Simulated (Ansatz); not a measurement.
The system is NiIr3.

```
CELL_PARAMETERS angstrom
-1.88095 1.88095 3.80138
1.88095 -1.88095 3.80138
1.88095 1.88095 -3.80138
ATOMIC_POSITIONS crystal
Ir 0.50000 0.50000 0.00000
Ir 0.25000 0.75000 0.50000
Ir 0.75000 0.25000 0.50000
Ni 0.00000 0.00000 0.00000
```

The cell comes from a database or a generator and needn't be the stable form of this composition.

Base run:

| Quantity | Value |
| --- | --- |
| Program | Ansatz 0.2.0 |
| Functional | PBEsol |
| Potentials or basis | all-electron LAPW, scalar-relativistic |
| Cutoff | 275 eV (chosen from the basis error) |
| Basis error allowed | 0.002 eV/atom |
| k mesh | 10 × 10 × 10 |
| Occupations | fermi-dirac, width 0.05 eV |
| Spin | collinear spin, ferromagnetic start |
| Starting moments | [0.6, 0.6, 0.6, 1.0] μB |

Its results: pressure -5.5 GPa; net moment 0.00 μB per cell.

Task: The run is repeated on the same cell with these changes: functional from PBEsol to LDA. What comes out?

Result: Pressure -11.6 GPa; net moment 0.00 μB per cell.

LDA binds more tightly than PBEsol, so the same cell stands under less pressure.

Caveats: the starting moments weren't kept.
